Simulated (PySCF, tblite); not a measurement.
**CH₁₀B₂N₂: geometry, infrared bands, NMR shifts and spin-spin couplings**

What infrared bands, NMR shifts and spin-spin couplings should CH₁₀B₂N₂ (`C[NH+]1[BH2-][NH2+][BH2-]1`) show?

Programs: tblite 0.8.0 and PySCF 2.14.0, with density-fitted response routines of our own. Each step states its level of theory. These are calculated values for one molecule in the gas phase, unless marked as measured. Atoms are numbered from 0 throughout.

## (1) The molecule as given

15 atoms, charge 0, multiplicity 1; geometry from: force field or distance geometry start.

Bonds of the start (Å): C0–N1 1.44, N1–B2 1.52, B2–N3 1.53, N3–B4 1.56, B4–N1 1.54, C0–H5 1.12, C0–H6 1.10, C0–H7 1.11, N1–H8 1.06, B2–H9 1.20, B2–H10 1.18, N3–H11 1.03, N3–H12 1.04, B4–H13 1.18, B4–H14 1.18.

## (2) Geometry optimisation with GFN2-xTB

What the job is given:

```
{"job": {"kind": "relax", "xc": "GFN2-xTB", "basis": "xTB"}, "charge": 0, "multiplicity": 1}
C      1.519800    -0.170600    -0.510300
N      0.551500     0.112600     0.522400
B     -0.530600     1.115900     0.145700
N     -1.249400    -0.071900    -0.508400
B     -0.607900    -0.898100     0.645800
H      1.105600    -0.007100    -1.537900
H      2.446700     0.421400    -0.435600
H      1.817200    -1.241000    -0.470700
H      1.022400     0.340200     1.438700
H     -1.156100     1.441900     1.119700
H     -0.206800     1.978500    -0.583600
H     -0.921500    -0.347000    -1.443600
H     -2.275900     0.045200    -0.425900
H     -0.338500    -2.013500     0.363900
H     -1.180800    -0.698500     1.657900
```

Command:

```sh
> OMP_NUM_THREADS=1 python probes_run.py task.json out
```

This one command runs all jobs of the session in turn.

**Question.** This job is followed by: GFN2-xTB harmonic vibrations, gas phase; GIAO PBE0/pcSseg-1 NMR shielding, non-relativistic, gas phase; B3LYP/pcJ-1 indirect spin-spin coupling, non-relativistic, gas phase. Predict these results of the whole session: strongest single infrared mode (GFN2-xTB); zero-point energy (GFN2-xTB); 13C shifts against TMS (PBE0/pcSseg-1); 1H shifts against TMS (PBE0/pcSseg-1, means over atoms taken as alike); 15N shifts against NH3 (PBE0/pcSseg-1); 11B shifts against BF3·OEt2 (PBE0/pcSseg-1, means over atoms taken as alike); surface potential, 1st and 99th percentile; largest coupling of the table (B3LYP/pcJ-1).

The runs gave:

| quantity | value |
| --- | --- |
| strongest single infrared mode (GFN2-xTB) | 1084 cm⁻¹, 343 km/mol |
| zero-point energy (GFN2-xTB) | 80.7 kcal/mol |
| 13C shifts against TMS (PBE0/pcSseg-1) | 41.8 ppm |
| 1H shifts against TMS (PBE0/pcSseg-1, means over atoms taken as alike) | 3.40, 3.04, 2.49, 1.78, 1.76, 1.68 ppm |
| 15N shifts against NH3 (PBE0/pcSseg-1) | 27.4, 19.8 ppm |
| 11B shifts against BF3·OEt2 (PBE0/pcSseg-1, means over atoms taken as alike) | -11.7 ppm |
| surface potential, 1st and 99th percentile | -1.01 V and 1.72 V |
| largest coupling of the table (B3LYP/pcJ-1) | 1J(C,H) C0–H5, 141.2 Hz |

Relaxing lowered the energy by 0.718 eV in 56 steps; the close pair that moved most is N1–B2, from 1.523 to 1.590 Å. No mode is imaginary among the 39: a minimum at this level. Unscaled tight-binding wavenumbers are off by several per cent, some by more. Its intensities can rank the bands wrongly. At PBE0/pcSseg-1: Shielding is most anisotropic at C0 (span 55 ppm, paramagnetic term -99 ppm). Of the pairs tabulated at B3LYP/pcJ-1, C0–H5 (mean over like pairs) couples most strongly (141.2 Hz; Fermi contact 139.9 Hz). Couplings across rotatable bonds belong to this one conformer; where others are populated, the observed values are averages.
